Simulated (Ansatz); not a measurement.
**C₂H₈GeO₃: up Jacob's ladder to CCSD(T)**

An exercise on one series of results from a longer session: the logs are not shown, and one member is left open.

The runs use Ansatz 0.2.0, Gaussian basis; functionals in def2-TZVPP, the program's frozen cores in correlated methods.

Levels to be run: PBE-D4, r2SCAN-D4, PBE0-D4, B3LYP-D4, ωB97X-V, ωB97M-V, B2PLYP; CCSD(T)/def2-TZVPP; MP2/def2-QZVPP; extrapolation to the limit.

## The relaxed structure

All runs share one geometry, relaxed beforehand with PBE0-D4 in a triple-zeta def2 set.

14 atoms, charge 0, spin multiplicity 1.

Atoms are counted from 1 here; the program's logs count them from 0.

Bond lengths: C1–O2 1.409 Å, C1–H7 1.098 Å, C1–H8 1.092 Å, C1–H9 1.096 Å, O2–Ge3 1.775 Å, Ge3–C4 1.924 Å, Ge3–O5 1.766 Å, Ge3–O6 1.770 Å, C4–H10 1.090 Å, C4–H11 1.090 Å, C4–H12 1.090 Å, O5–H13 0.961 Å, O6–H14 0.960 Å. Angles: O2–C1–H7 111.9°, O2–C1–H8 108.1°, O2–C1–H9 112.0°, H7–C1–H8 107.9°, H7–C1–H9 108.4°, H8–C1–H9 108.3°, C1–O2–Ge3 120.2°, O2–Ge3–C4 114.7°, O2–Ge3–O5 101.9°, O2–Ge3–O6 109.9°, C4–Ge3–O5 113.6°, C4–Ge3–O6 106.9°, O5–Ge3–O6 109.8°, Ge3–C4–H10 109.2°, Ge3–C4–H11 110.0°, Ge3–C4–H12 109.9°, H10–C4–H11 109.3°, H10–C4–H12 108.9° and more.

Set-up of the first run:

File in.yaml:

```yaml
crystal:
  periodic: [false, false, false]
  atoms:
    - {symbol: C, position_ang: [0.906405, -0.784822, -1.703534]}
    - {symbol: O, position_ang: [1.132137, -0.635794, -0.320499]}
    - {symbol: Ge, position_ang: [-0.168718, -0.059643, 0.740779]}
    - {symbol: C, position_ang: [-0.758071, 1.737555, 0.388372]}
    - {symbol: O, position_ang: [0.548976, -0.267028, 2.340734]}
    - {symbol: O, position_ang: [-1.585831, -1.107530, 0.578961]}
    - {symbol: H, position_ang: [0.755120, 0.181813, -2.200933]}
    - {symbol: H, position_ang: [1.789572, -1.254520, -2.142358]}
    - {symbol: H, position_ang: [0.037976, -1.420208, -1.912499]}
    - {symbol: H, position_ang: [-1.426092, 2.059057, 1.187436]}
    - {symbol: H, position_ang: [0.099332, 2.408399, 0.343949]}
    - {symbol: H, position_ang: [-1.298181, 1.772581, -0.557894]}
    - {symbol: H, position_ang: [1.421025, -0.664428, 2.267621]}
    - {symbol: H, position_ang: [-1.453630, -1.965433, 0.989845]}
basis:
  gaussian: {orbitals: def2-TZVPP}
hamiltonian: {xc: pbe, dispersion: d4}
output: {forces: true, orbitals: {seedname: orbitals}}
```

Run with:

```sh
> ansatz run in.yaml --threads 2 --pin off --events-out ev --progress --plain --max-ram 20480MiB --backend cuda --devices 0, --max-vram 18GiB
```

Steps of the session up to this table: PBE-D4 (GGA); r2SCAN-D4 (meta-GGA); PBE0-D4 (hybrid); B3LYP-D4 (hybrid); ωB97X-V (range-separated); ωB97M-V (range-separated); B2PLYP (double hybrid); CCSD(T) in def2-TZVPP; MP2 in def2-QZVPP.

One table of the session follows, with a row left open; its other results are not shown here.

It belongs to the step «Atomisation energies». 

```
            method  atomisation energy (kcal/mol)
            PBE-D4                         1282.9
         r2SCAN-D4                         1264.9
           PBE0-D4                         1255.5
          B3LYP-D4                         1256.2
           ωB97X-V                         1265.5
           ωB97M-V                         1262.9
            B2PLYP                         1249.0
     HF/def2-TZVPP                              ?
    MP2/def2-TZVPP                         1263.3
   CCSD/def2-TZVPP                         1218.5
CCSD(T)/def2-TZVPP                         1238.2
           MP2/CBS                         1294.6
       CCSD(T)/CBS                         1269.5
```

**Question.** Estimate the row for HF/def2-TZVPP.

**Answer.** atomisation energy (kcal/mol): 894.3. In the column «atomisation energy (kcal/mol)» it is the lowest.

Caveats from the session: Free atoms (2 C, 3 O, 1 Ge, 8 H) were run apart at each level; the atomisation energy is their sum less the molecule, without zero-point or spin-orbit terms.
